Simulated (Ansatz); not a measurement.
**CH₇GaSi: how energies converge with the basis set**

The task here is to estimate one member of a computed series from the others.

Computed with Ansatz 0.2.0, Gaussian basis. Level: one geometry, several basis sets.

Levels to be run: PBE0-D4/def2-SVP; ωB97M-V/def2-SVP; PBE0-D4/def2-QZVPP; ωB97M-V/def2-QZVPP; the functionals' def2-TZVPP values are taken from earlier runs.

## The relaxed structure

All runs share one geometry, relaxed beforehand with PBE0-D4 in a triple-zeta def2 set.

10 atoms, charge 0, spin multiplicity 1.

Atoms are counted from 1 here; the program's logs count them from 0.

Bond lengths: C1–Ga2 1.971 Å, C1–H4 1.090 Å, C1–H5 1.095 Å, C1–H6 1.093 Å, Ga2–Si3 2.419 Å, Ga2–H7 1.578 Å, Si3–H8 1.492 Å, Si3–H9 1.489 Å, Si3–H10 1.492 Å. Angles: Ga2–C1–H4 113.1°, Ga2–C1–H5 109.2°, Ga2–C1–H6 110.1°, H4–C1–H5 108.5°, H4–C1–H6 109.0°, H5–C1–H6 106.8°, C1–Ga2–Si3 120.8°, C1–Ga2–H7 118.1°, Si3–Ga2–H7 121.0°, Ga2–Si3–H8 110.2°, Ga2–Si3–H9 114.2°, Ga2–Si3–H10 110.2°, H8–Si3–H9 107.6°, H8–Si3–H10 106.8°, H9–Si3–H10 107.6°.

Coordinates:

```xyz
10
charge 0, multiplicity 1
C    -1.1233    1.3941   -0.6191
Ga    0.5615    0.6593    0.0933
Si    0.7867   -1.7053    0.5507
H    -1.9243    0.6566   -0.6704
H    -0.9470    1.7854   -1.6260
H    -1.4542    2.2365   -0.0057
H     1.7596    1.6546    0.3460
H     0.5310   -2.4962   -0.6888
H     2.1250   -2.1009    1.0697
H    -0.2317   -2.1351    1.5533
```

Set-up of the first run:

Input file in.yaml:

```yaml
crystal:
  periodic: [false, false, false]
  atoms:
    - {symbol: C, position_ang: [-1.123321, 1.394065, -0.619150]}
    - {symbol: Ga, position_ang: [0.561458, 0.659307, 0.093308]}
    - {symbol: Si, position_ang: [0.786716, -1.705262, 0.550680]}
    - {symbol: H, position_ang: [-1.924306, 0.656577, -0.670373]}
    - {symbol: H, position_ang: [-0.947025, 1.785360, -1.626049]}
    - {symbol: H, position_ang: [-1.454185, 2.236497, -0.005699]}
    - {symbol: H, position_ang: [1.759558, 1.654631, 0.346028]}
    - {symbol: H, position_ang: [0.531031, -2.496206, -0.688762]}
    - {symbol: H, position_ang: [2.124987, -2.100932, 1.069714]}
    - {symbol: H, position_ang: [-0.231711, -2.135137, 1.553303]}
basis:
  gaussian: {orbitals: def2-SVP}
hamiltonian: {xc: pbe0, dispersion: d4}
output: {orbitals: {seedname: orbitals}}
```

Steps of the session up to this table: PBE0-D4 in def2-SVP; ωB97M-V in def2-SVP; PBE0-D4 in def2-QZVPP; ωB97M-V in def2-QZVPP.

One of the session's tables, all rows but one given; the rest of the session is left out.

It belongs to the step «Functionals by basis». 

```
functional       basis  HOMO (eV)  LUMO (eV)
   PBE0-D4    def2-SVP      -7.34      -1.75
   PBE0-D4  def2-TZVPP      -7.34      -1.78
   PBE0-D4  def2-QZVPP          ?          ?
   ωB97M-V    def2-SVP      -9.33      -0.01
   ωB97M-V  def2-TZVPP      -9.36      -0.08
   ωB97M-V  def2-QZVPP      -9.36      -0.18
```

Estimate the missing values for PBE0-D4, def2-QZVPP.

**Answer.** HOMO (eV): -7.34; LUMO (eV): -1.80.
